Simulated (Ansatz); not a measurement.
# B3I: the cost of one run

Computed with Ansatz 0.2.0 (DFT PBE, scalar-relativistic, plane waves, PAW, unless a step's input says otherwise).

## 1. The starting structure

The structure is tetragonal, space group I4/mmm (No. 139). The conventional cell has a = 3.819 Å, b = 3.819 Å, c = 8.530 Å, α = 90.00°, β = 90.00°, γ = 90.00°. B (site symmetry 4/mmm) has 4 I at 2.70 Å and 8 B at 2.86 Å as nearest neighbours. B (site symmetry -4m2) is surrounded by 8 B at 2.70 to 2.86 Å and 4 I at 2.86 Å. I (site symmetry 4/mmm) is surrounded by 12 B at 2.70 to 2.86 Å.

Structure file:

```
B I
1.0
    -1.90927    1.90927    4.26487
     1.90927   -1.90927    4.26487
     1.90927    1.90927   -4.26487
B I
3 1
Direct
  0.50000 0.50000 0.00000
  0.25000 0.75000 0.50000
  0.75000 0.25000 0.50000
  0.00000 0.00000 0.00000
```

This is candidate A: TiAl3 (D0_22) type (I4/mmm, No. 139).

(A quick probe on a coarse mesh, which set the mesh and smearing, is not shown.)

## 3. Coarse relaxation (candidate A)

input.yaml reads:

```yaml
crystal:
  lattice:
    - [-1.9092709712, 1.9092709712, 4.2648650266]
    - [1.9092709712, -1.9092709712, 4.2648650266]
    - [1.9092709712, 1.9092709712, -4.2648650266]
  atoms:
    - { symbol: B, position: [0.5, 0.5, 0.0] }
    - { symbol: B, position: [0.25, 0.75, 0.5] }
    - { symbol: B, position: [0.75, 0.25, 0.5] }
    - { symbol: I, position: [0.0, 0.0, 0.0] }
basis:
  ecutwfc: 420
kpoints:
  mp_grid: { grid: [6, 6, 6] }
hamiltonian:
  xc: pbe
scf:
  occupations: { method: gaussian, width: 0.1 }
  lower_state_search: "off"
output:
  forces: true
  stress: true
  eigenvalues: true
relax:
  adjacent_minimum: "off"
  f_tol: 0.04
  max_steps: 70
  cell: { stress_tol: 0.4 }
```

Run with:

```console
ansatz run input.yaml --threads 1 --pin off --max-ram 2560MiB --backend cpu --events-out ev --progress --plain --runs-dir out
```

What time and memory should one allow on 1 thread of Arm Neoverse V2, shared host?

About 42 s, with a peak of 0.38 GiB.
